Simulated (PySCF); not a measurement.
# [Bi(NH2)4]−: other functionals and bases at one geometry

An exercise on one series of results from a longer session: the logs are not shown, and one member is left open.

Program: PySCF 2.14.0. Level of theory: several levels, as the steps say, no spin–orbit coupling. These are calculated values, not measurements.

2 further runs of the same task are left out: 2 for a known fault of the program.

### Where the work starts

13 atoms, charge -1, spin multiplicity 1.

Bond lengths: Bi1–N2 2.428 Å, Bi1–N5 2.251 Å, Bi1–N8 2.428 Å, Bi1–N11 2.251 Å, N2–H3 1.042 Å, N2–H4 1.042 Å, N5–H6 1.038 Å, N5–H7 1.038 Å, N8–H9 1.042 Å, N8–H10 1.042 Å, N11–H12 1.038 Å, N11–H13 1.038 Å. Angles: N2–Bi1–N5 79.9°, N2–Bi1–N8 144.2°, N2–Bi1–N11 79.9°, N5–Bi1–N8 79.9°, N5–Bi1–N11 110.8°, N8–Bi1–N11 79.9°, Bi1–N2–H3 103.6°, Bi1–N2–H4 103.6°, H3–N2–H4 101.5°, Bi1–N5–H6 99.0°, Bi1–N5–H7 99.0°, H6–N5–H7 104.4°, Bi1–N8–H9 103.6°, Bi1–N8–H10 103.6°, H9–N8–H10 101.5°, Bi1–N11–H12 99.0°, Bi1–N11–H13 99.0°, H12–N11–H13 104.4°.

Geometry (Å):

```xyz
13

Bi    0.82959    0.00000    0.00000
N     0.08234    1.63356    1.63356
H     0.58917    1.36122    2.50187
H     0.58917    2.50187    1.36122
N    -0.44875   -1.31019    1.31019
H    -1.04739   -0.57833    1.73776
H    -1.04739   -1.73776    0.57833
N     0.08234   -1.63356   -1.63356
H     0.58917   -2.50187   -1.36122
H     0.58917   -1.36122   -2.50187
N    -0.44875    1.31019   -1.31019
H    -1.04739    1.73776   -0.57833
H    -1.04739    0.57833   -1.73776
```

Formal oxidation states: Bi +3. An earlier session relaxed this geometry at BP86, Bi def2-SVP with ECP60, N def2-SVP, H def2-SVP (singlet, point group C2v).

At BP86 on the finer grid: E = -438.437986 Eh, HOMO 0.68 eV, LUMO 4.35 eV, Mulliken charge on Bi1 +0.43 e, largest force component 0.007 eV/Å. The highest filled level lies above zero; it isn't the detachment energy.

Levels to run: TPSSh; wB97X; BLYP; TPSS; BP86, TZVP; BP86, x2c-SVP. Hardware: 2 threads of Arm Neoverse V2, shared host.

The first run:

Input file run.py (the lines that set the calculation):

```python
mol = gto.M(atom='''
Bi     0.82959     0.00000     0.00000
N      0.08234     1.63356     1.63356
H      0.58917     1.36122     2.50187
H      0.58917     2.50187     1.36122
N     -0.44875    -1.31019     1.31019
H     -1.04739    -0.57833     1.73776
H     -1.04739    -1.73776     0.57833
N      0.08234    -1.63356    -1.63356
H      0.58917    -2.50187    -1.36122
H      0.58917    -1.36122    -2.50187
N     -0.44875     1.31019    -1.31019
H     -1.04739     1.73776    -0.57833
H     -1.04739     0.57833    -1.73776''',
    basis={'Bi': 'def2-SVP', 'N': 'def2-SVP', 'H': 'def2-SVP'},
    ecp={'Bi': 'def2-SVP'},
    charge=-1, spin=0)
mf = dft.RKS(mol, xc='TPSSH')
mf.grids.atom_grid = (75, 302)
mf = mf.density_fit()  # fitting sets: Bi def2-universal-JKFIT, N def2-universal-JKFIT, H def2-universal-JKFIT
mf.conv_tol = 1e-08; mf.max_cycle = 55
mf.kernel(dm0)  # dm0: the density of the relaxed state
```

The run is started by

```sh
$ OMP_NUM_THREADS=2 python run.py
```

Among the steps run: TPSSh; wB97X; BLYP; TPSS; BP86, TZVP; BP86, x2c-SVP.

One of the session's tables, all rows but one given; the rest of the session is left out.

```
              level  gap (eV)  charge on Bi1 (e)  dipole (D)  largest force component (eV/Å)
BP86 (relaxed here)      3.67               0.43        3.67                            0.01
              TPSSh      4.60               0.53        3.86                            0.35
              wB97X      9.64               0.66        4.31                            1.07
               BLYP      3.60               0.44        3.73                            0.38
               TPSS      3.84               0.48        3.74                            0.12
         BP86, TZVP      3.42               0.81        4.09                            0.52
      BP86, x2c-SVP         ?                  ?           ?                               ?
```

Q: Estimate the row for BP86, x2c-SVP from the others.

The run gave: gap (eV): 3.76; charge on Bi1 (e): 0.46; dipole (D): 3.86; largest force component (eV/Å): 0.84. In the column «gap (eV)» it lies between BP86 (relaxed here) (3.67) and TPSS (3.84).

The dipole of a charged species depends on the origin, so these sizes hold for this origin alone.

In one basis the HOMO–LUMO gap runs from 3.60 eV (BLYP) to 9.64 eV (wB97X). The largest leftover force, 1.07 eV/Å with wB97X, stands at a geometry relaxed at another level. Total energies of different levels can't be compared.
